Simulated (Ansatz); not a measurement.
# GaH₈NO₃Si: a ladder of functionals and wavefunction methods

The task here is to estimate one member of a computed series from the others.

The runs use Ansatz 0.2.0, Gaussian basis; functionals in def2-TZVPP, the program's frozen cores in correlated methods.

Levels to be run: LDA (SPW92), PBE-D4, revPBE-D4, BLYP-D4, r2SCAN-D4, B97M-V, PBE0-D4, B3LYP-D4, r2SCANh-D4, r2SCAN0-D4, HSE06-D4, BHLYP-D4, CAM-B3LYP-D4, LC-ωPBE, ωB97X-V, ωB97M-V, B2PLYP, PBE-QIDH; CCSD(T)/def2-SVP; MP2/def2-TZVPP; MP2/def2-QZVPP; RPA on PBE.

## The relaxed structure

The geometry comes from an earlier relaxation with PBE0-D4 in a triple-zeta def2 set; it is a stationary point, not always the lowest conformer.

SMILES `[OH][Ga-]([OH])([OH])[NH2+][SiH3]`, 14 atoms, charge 0, spin multiplicity 1.

Atoms are counted from 1 here; the program's logs count them from 0.

Bond lengths: O1–Ga2 1.805 Å, O1–H7 0.958 Å, Ga2–O3 1.816 Å, Ga2–O4 1.814 Å, Ga2–N5 2.079 Å, O3–H8 0.958 Å, O4–H9 0.957 Å, N5–Si6 1.797 Å, N5–H10 1.017 Å, N5–H11 1.016 Å, Si6–H12 1.473 Å, Si6–H13 1.474 Å, Si6–H14 1.490 Å. Angles: Ga2–O1–H7 113.0°, O1–Ga2–O3 115.4°, O1–Ga2–O4 120.5°, O1–Ga2–N5 102.9°, O3–Ga2–O4 117.9°, O3–Ga2–N5 94.5°, O4–Ga2–N5 97.4°, Ga2–O3–H8 113.0°, Ga2–O4–H9 115.8°, Ga2–N5–Si6 111.5°, Ga2–N5–H10 105.2°, Ga2–N5–H11 106.7°, Si6–N5–H10 112.9°, Si6–N5–H11 112.7°, H10–N5–H11 107.4°, N5–Si6–H12 108.4°, N5–Si6–H13 108.3°, N5–Si6–H14 106.4° and more.

Set-up of the first run:

in.yaml reads:

```yaml
crystal:
  periodic: [false, false, false]
  atoms:
    - {symbol: O, position_ang: [-2.549274, -0.166497, -0.055306]}
    - {symbol: Ga, position_ang: [-0.946996, 0.286871, 0.641948]}
    - {symbol: O, position_ang: [-0.085323, -1.036303, 1.538024]}
    - {symbol: O, position_ang: [-0.603969, 2.002333, 1.122790]}
    - {symbol: N, position_ang: [0.313308, 0.214863, -1.009896]}
    - {symbol: Si, position_ang: [1.634699, -0.980377, -0.779011]}
    - {symbol: H, position_ang: [-3.121651, 0.588207, -0.200442]}
    - {symbol: H, position_ang: [0.280567, -0.745589, 2.374637]}
    - {symbol: H, position_ang: [-1.281072, 2.431638, 1.645932]}
    - {symbol: H, position_ang: [0.655586, 1.165176, -1.125736]}
    - {symbol: H, position_ang: [-0.270919, 0.002843, -1.813692]}
    - {symbol: H, position_ang: [1.034044, -2.320047, -0.660844]}
    - {symbol: H, position_ang: [2.458840, -0.544779, 0.363345]}
    - {symbol: H, position_ang: [2.469158, -0.927441, -2.012850]}
basis:
  gaussian: {orbitals: def2-TZVPP}
hamiltonian: {xc: lda}
output: {orbitals: {seedname: orbitals}}
```

On the command line:

```sh
ansatz run in.yaml --threads 4 --pin off --events-out ev --progress --plain --max-ram 11315MiB
```

Among the steps run: LDA; PBE-D4 (GGA); revPBE-D4 (GGA); BLYP-D4 (GGA); r2SCAN-D4 (meta-GGA); B97M-V (meta-GGA); PBE0-D4 (hybrid); B3LYP-D4 (hybrid); r2SCANh-D4 (hybrid); r2SCAN0-D4 (hybrid); HSE06-D4 (hybrid); BHLYP-D4 (hybrid); CAM-B3LYP-D4 (range-separated); LC-ωPBE (range-separated); ωB97X-V (range-separated); ωB97M-V (range-separated); B2PLYP (double hybrid); PBE-QIDH (double hybrid).

One of the session's tables, all rows but one given; the rest of the session is left out.

It belongs to the step «Frontier levels by functional». 

| functional | HOMO (eV) | gap (eV) |
| --- | --- | --- |
| LDA (SPW92) | -6.50 | 4.97 |
| PBE-D4 | -6.27 | 4.96 |
| revPBE-D4 | -6.18 | 4.99 |
| BLYP-D4 | -6.18 | 4.92 |
| r2SCAN-D4 | -6.65 | 5.79 |
| B97M-V | -6.73 | 5.53 |
| PBE0-D4 | -7.96 | 7.51 |
| B3LYP-D4 | -7.70 | 6.95 |
| r2SCANh-D4 | -7.29 | 6.71 |
| r2SCAN0-D4 | -8.24 | 8.07 |
| HSE06-D4 | -7.55 | 6.73 |
| BHLYP-D4 | -9.59 | 9.88 |
| CAM-B3LYP-D4 | -9.47 | 9.88 |
| LC-ωPBE | -10.83 | 12.52 |
| ωB97X-V | -10.48 | 11.95 |
| ωB97M-V | ? | ? |

Estimate the missing values for ωB97M-V.

The run gave: HOMO (eV): -10.43; gap (eV): 11.53. In the column «HOMO (eV)» it lies between ωB97X-V (-10.48) and BHLYP-D4 (-9.59).
